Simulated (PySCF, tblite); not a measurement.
**C5H6N2OSi: geometry, infrared bands and NMR shifts**

What infrared bands and NMR shifts should C5H6N2OSi (`N#CC[C@@]([SiH3])(C#N)C=O`) show?

The runs use tblite 0.8.0 and PySCF 2.14.0, with density-fitted response routines of our own; the level of theory stands in each step. All values are computed, except where a source is named. Atoms are numbered from 0 throughout.

## 1. Starting geometry

15 atoms, charge 0, multiplicity 1; geometry from: force field or distance geometry start.

Bonds of the start (Å): N0–C1 1.16, C1–C2 1.47, C2–C3 1.53, C3–Si4 1.89, C3–C5 1.48, C5–N6 1.16, C3–C7 1.51, C7–O8 1.23, C2–H9 1.10, C2–H10 1.10, Si4–H11 1.48, Si4–H12 1.48, Si4–H13 1.49, C7–H14 1.10.

## 2. Relaxing the molecule with GFN2-xTB

What the job is given:

```
{"job": {"kind": "relax", "xc": "GFN2-xTB", "basis": "xTB"}, "charge": 0, "multiplicity": 1}
N     -2.403800     1.225300     1.822500
C     -1.954200     0.751800     0.866500
C     -1.317800     0.150900    -0.315000
C      0.113000    -0.338500    -0.085900
Si     1.355800     1.003000     0.393300
C      0.117300    -1.400700     0.947300
N      0.135000    -2.254400     1.726300
C      0.605100    -0.999200    -1.357100
O      0.103900    -0.798100    -2.462700
H     -1.966600    -0.675500    -0.656900
H     -1.349000     0.900100    -1.125200
H      1.074300     1.545500     1.736900
H      2.726500     0.446500     0.362100
H      1.278300     2.110100    -0.601800
H      1.477800    -1.658800    -1.272200
```

Run with:

```bash
> OMP_NUM_THREADS=1 python probes_run.py task.json out
```

The driver reads the jobs from task.json and runs them one after another.

**Question.** This job is followed by: GFN2-xTB harmonic vibrations, gas phase; GIAO PBE0/pcSseg-1 NMR shielding, non-relativistic, gas phase. Predict these results of the whole session: strongest single infrared mode (GFN2-xTB); zero-point energy (GFN2-xTB); ¹³C shifts against TMS (PBE0/pcSseg-1); ¹H shifts against TMS (PBE0/pcSseg-1, means over atoms taken as alike); ¹⁵N shifts against NH3 (PBE0/pcSseg-1); ²⁹Si shifts against TMS (PBE0/pcSseg-1); ¹⁷O shifts against H2O (PBE0/pcSseg-1).

As calculated:

| quantity | value |
| --- | --- |
| strongest single infrared mode (GFN2-xTB) | 1755 cm⁻¹, 416 km/mol |
| zero-point energy (GFN2-xTB) | 59.0 kcal/mol |
| ¹³C shifts against TMS (PBE0/pcSseg-1) | 198.1, 121.6, 120.9, 40.2, 19.1 ppm |
| ¹H shifts against TMS (PBE0/pcSseg-1, means over atoms taken as alike) | 9.91, 4.29, 3.26, 2.70 ppm |
| ¹⁵N shifts against NH3 (PBE0/pcSseg-1) | 318.0, 312.3 ppm |
| ²⁹Si shifts against TMS (PBE0/pcSseg-1) | -52.3 ppm |
| ¹⁷O shifts against H2O (PBE0/pcSseg-1) | 670.1 ppm |

Over 85 steps the energy fell by 0.247 eV; of the close pairs, C3–Si4 changed most, 1.890 to 1.964 Å. All 39 modes are real, so the xTB geometry is a minimum. The strongest single mode, at 1755 cm⁻¹, moves mainly C7 and O8. GFN2-xTB is a fitted tight-binding method: band positions and strengths are rough. Its intensities can rank the bands wrongly. The most deshielded carbon is C7 (aldehyde carbonyl carbon), at 198.1 ppm: low-lying n→π* states of the double bond to the heteroatom give a large paramagnetic term (-257 ppm). H14 (hydrogen on an aldehyde carbonyl carbon) lies farthest downfield among hydrogen, at 9.91 ppm; the formyl region, downfield of aromatic protons. At PBE0/pcSseg-1: The widest tensor belongs to O8: span 1323 ppm, with a paramagnetic part of -733 ppm.
